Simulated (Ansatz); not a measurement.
Crystal: Hf2Pd2Se2Br2O3.

```
Hf Pd Se Br O
1.0
    -1.89227    2.67212   12.28423
     1.89227   -2.67212   12.28423
     1.89227    2.67212  -12.28423
Hf Pd Se Br O
2 2 2 2 3
Direct
  0.92095 0.92095 0.00000
  0.07905 0.07905 0.00000
  0.68332 0.68332 0.00000
  0.31668 0.31668 0.00000
  0.61777 0.11777 0.50000
  0.38223 0.88223 0.50000
  0.78660 0.78660 0.00000
  0.21340 0.21340 0.00000
  0.90121 0.40121 0.50000
  0.09879 0.59879 0.50000
  0.00000 0.00000 0.00000
```

The cell was built by a generator and needn't be a form met in nature.

Base run:

```yaml
Program: Ansatz 0.2.0
Functional: PBE
Potentials_or_basis: Ansatz PAW
Cutoff: "420 eV (not typed: the program's choice for these potentials)"
k_mesh: 9 × 9 × 9
Occupations: fermi-dirac, width 0.05 eV
Spin: no spin polarisation
Hubbard_terms: Hf d U = 8 eV, Pd d U = 8 eV
```

Its results: band gap on the k mesh none (metal or under the smearing width); pressure 3.9 GPa; largest force 0.394 eV/Å.

Problem. After a change of settings the same cell gave: band gap on the k mesh none (metal or under the smearing width); pressure 1.7 GPa; largest force 0.195 eV/Å. Which change was it?
A. hubbard terms from Hf d U = 8 eV, Pd d U = 8 eV to Hf d U = 6 eV, Pd d U = 6 eV
B. hubbard terms from Hf d U = 8 eV, Pd d U = 8 eV to Hf d U = 4 eV, Pd d U = 4 eV
C. hubbard terms from Hf d U = 8 eV, Pd d U = 8 eV to none; hubbard projectors from ortho-atomic (the default) to none

Solution. B.

Caveats: U without spin polarisation on a metal has little footing.
